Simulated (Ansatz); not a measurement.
**C₃H₁₀OSi: up Jacob's ladder to CCSD(T)**

An exercise on one series of results from a longer session: the logs are not shown, and one member is left open.

Method: functionals in def2-TZVPP, the program's frozen cores in correlated methods; program: Ansatz 0.2.0, Gaussian basis.

The runs, in order: PBE-D4, r2SCAN-D4, PBE0-D4, B3LYP-D4, ωB97X-V, ωB97M-V, B2PLYP; CCSD(T)/def2-TZVPP; MP2/def2-QZVPP; extrapolation to the limit.

### The geometry

The geometry comes from an earlier relaxation with PBE0-D4 in a triple-zeta def2 set; it is a stationary point, not always the lowest conformer.

15 atoms, charge 0, spin multiplicity 1.

Atoms are counted from 1 here; the program's logs count them from 0.

Bond lengths: C1–C2 1.518 Å, C1–H6 1.094 Å, C1–H7 1.091 Å, C1–H8 1.094 Å, C2–C3 1.511 Å, C2–H9 1.094 Å, C2–H10 1.094 Å, C3–O4 1.414 Å, C3–H11 1.100 Å, C3–H12 1.100 Å, O4–Si5 1.641 Å, Si5–H13 1.481 Å, Si5–H14 1.490 Å, Si5–H15 1.490 Å. Angles: C2–C1–H6 111.4°, C2–C1–H7 111.2°, C2–C1–H8 111.4°, H6–C1–H7 107.6°, H6–C1–H8 107.6°, H7–C1–H8 107.6°, C1–C2–C3 112.0°, C1–C2–H9 110.5°, C1–C2–H10 110.5°, C3–C2–H9 108.5°, C3–C2–H10 108.5°, H9–C2–H10 106.7°, C2–C3–O4 109.8°, C2–C3–H11 109.9°, C2–C3–H12 109.9°, O4–C3–H11 110.1°, O4–C3–H12 110.0°, H11–C3–H12 107.2° and more.

The first run:

The input, in.yaml:

```yaml
crystal:
  periodic: [false, false, false]
  atoms:
    - {symbol: C, position_ang: [-0.003720, -1.038383, 2.189308]}
    - {symbol: C, position_ang: [0.672795, -0.207427, 1.113502]}
    - {symbol: C, position_ang: [-0.199609, -0.047080, -0.109608]}
    - {symbol: O, position_ang: [0.474537, 0.730094, -1.079019]}
    - {symbol: Si, position_ang: [-0.195092, 1.102469, -2.530620]}
    - {symbol: H, position_ang: [-0.939606, -0.578368, 2.518647]}
    - {symbol: H, position_ang: [0.637328, -1.145284, 3.066166]}
    - {symbol: H, position_ang: [-0.238799, -2.043332, 1.827689]}
    - {symbol: H, position_ang: [1.616372, -0.669777, 0.808410]}
    - {symbol: H, position_ang: [0.920303, 0.787332, 1.496104]}
    - {symbol: H, position_ang: [-1.147661, 0.435827, 0.168537]}
    - {symbol: H, position_ang: [-0.447093, -1.035129, -0.524096]}
    - {symbol: H, position_ang: [0.803844, 1.916327, -3.260507]}
    - {symbol: H, position_ang: [-0.517371, -0.131610, -3.301741]}
    - {symbol: H, position_ang: [-1.458129, 1.873637, -2.353272]}
basis:
  gaussian: {orbitals: def2-TZVPP}
hamiltonian: {xc: pbe, dispersion: d4}
output: {forces: true, orbitals: {seedname: orbitals}}
```

Command:

```console
> ansatz run in.yaml --threads 4 --pin off --events-out ev --progress --plain --max-ram 10444MiB
```

Steps of the session up to this table: PBE-D4 (GGA); r2SCAN-D4 (meta-GGA); PBE0-D4 (hybrid); B3LYP-D4 (hybrid); ωB97X-V (range-separated); ωB97M-V (range-separated); B2PLYP (double hybrid); CCSD(T) in def2-TZVPP; MP2 in def2-QZVPP.

One of the session's tables, all rows but one given; the rest of the session is left out.

It belongs to the step «Atomisation energies». 

| method | atomisation energy (kJ/mol) |
| --- | --- |
| PBE-D4 | 5639.0 |
| r2SCAN-D4 | ? |
| PBE0-D4 | 5579.9 |
| B3LYP-D4 | 5589.0 |
| ωB97X-V | 5603.7 |
| ωB97M-V | 5600.3 |
| B2PLYP | 5533.5 |
| HF/def2-TZVPP | 4210.2 |
| MP2/def2-TZVPP | 5509.4 |
| CCSD/def2-TZVPP | 5408.1 |
| CCSD(T)/def2-TZVPP | 5468.3 |
| MP2/CBS | 5635.8 |
| CCSD(T)/CBS | 5594.6 |

**Question.** Estimate the row for r2SCAN-D4.

**Answer.** atomisation energy (kJ/mol): 5590.1. In the column «atomisation energy (kJ/mol)» it lies between B3LYP-D4 (5589.0) and CCSD(T)/CBS (5594.6).

To keep in mind: Free atoms (3 C, 1 O, 1 Si, 10 H) were run apart at each level; the atomisation energy is their sum less the molecule, without zero-point or spin-orbit terms.
